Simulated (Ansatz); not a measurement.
Task: a ladder of methods at one geometry of AlH6NOSi, SMILES [OH][AlH][NH][SiH3], with the Ansatz DFT code, driven from Python. Give the script and its output. Level of theory (for the species named): MP2, def2-SVP basis, multiplicity 1. The script varies method: mp2, ccsd, ccsd_t.

```yaml
atoms:
  - { symbol: O, position_ang: [-1.2630, 1.1253, -2.2892] }
  - { symbol: Al, position_ang: [-0.3792, 1.1273, -0.7250] }
  - { symbol: N, position_ang: [0.9216, -0.2113, -0.4509] }
  - { symbol: Si, position_ang: [0.5637, -1.1051, 1.0332] }
  - { symbol: H, position_ang: [-2.0950, 0.5832, -2.1537] }
  - { symbol: H, position_ang: [-0.6856, 2.2183, 0.4163] }
  - { symbol: H, position_ang: [1.8741, 0.2865, -0.2180] }
  - { symbol: H, position_ang: [-0.7703, -1.7583, 0.8222] }
  - { symbol: H, position_ang: [0.4075, -0.1796, 2.2247] }
  - { symbol: H, position_ang: [1.5094, -2.1374, 1.3432] }
```

`methods_alh6nosi.py`:
```python
"""AlH6NOSi at several levels of theory."""

import argparse

import ansatz as az

parser = argparse.ArgumentParser(description="AlH6NOSi at several levels of theory.")
parser.add_argument("--basis-set", default="def2-SVP", help="Gaussian basis set")
args = parser.parse_args()

GEOMETRY = """
O    -1.26300    1.12530   -2.28920
Al   -0.37920    1.12730   -0.72500
N     0.92160   -0.21130   -0.45090
Si    0.56370   -1.10510    1.03320
H    -2.09500    0.58320   -2.15370
H    -0.68560    2.21830    0.41630
H     1.87410    0.28650   -0.21800
H    -0.77030   -1.75830    0.82220
H     0.40750   -0.17960    2.22470
H     1.50940   -2.13740    1.34320
"""

system = az.Crystal.molecule()
for line in GEOMETRY.strip().splitlines():
    symbol, *xyz = line.split()
    system = system.atom(symbol, [float(v) for v in xyz])

base = system.calculation()
base = base.basis(gaussian=args.basis_set).scf(lower_state_search="standard")

methods = ["mp2", "ccsd", "ccsd_t"]
reports = [base.correlation(m).run(threads=1).report for m in methods]
print(f"Hartree-Fock reference {reports[0]['reference_energy_ev'] / 27.211386246:.6f} Ha")
best = reports[-1]["free_energy_ev"] - reports[-1]["reference_energy_ev"]
for method, each in zip(methods, reports):
    gained = each["free_energy_ev"] - each["reference_energy_ev"]
    print(f"{method:8s} total {each['free_energy_ev'] / 27.211386246:.6f} Ha  correlation {gained:9.4f} eV  ({100 * gained / best:.1f} % of the last)")
```

```console
$ python methods_alh6nosi.py
Hartree-Fock reference -663.448037 Ha
mp2      total -663.981227 Ha  correlation  -14.5088 eV  (90.5 % of the last)
ccsd     total -664.022844 Ha  correlation  -15.6413 eV  (97.6 % of the last)
ccsd_t   total -664.037266 Ha  correlation  -16.0337 eV  (100.0 % of the last)
```

Caveats:
- These settings explore the input space; basis and method may be short of convergence.
- The geometry is a force-field or estimated start, not a minimum of this method, and the basis set is short of its limit. A lower total doesn't mark the better method: functionals have no common bound, and MP2 and coupled cluster aren't variational.
- Inner cores stay frozen, so this is valence correlation.
- Hardware and time: 14 s on 1 thread of Arm Neoverse V1, on a shared host, peak memory 0.38 GiB.
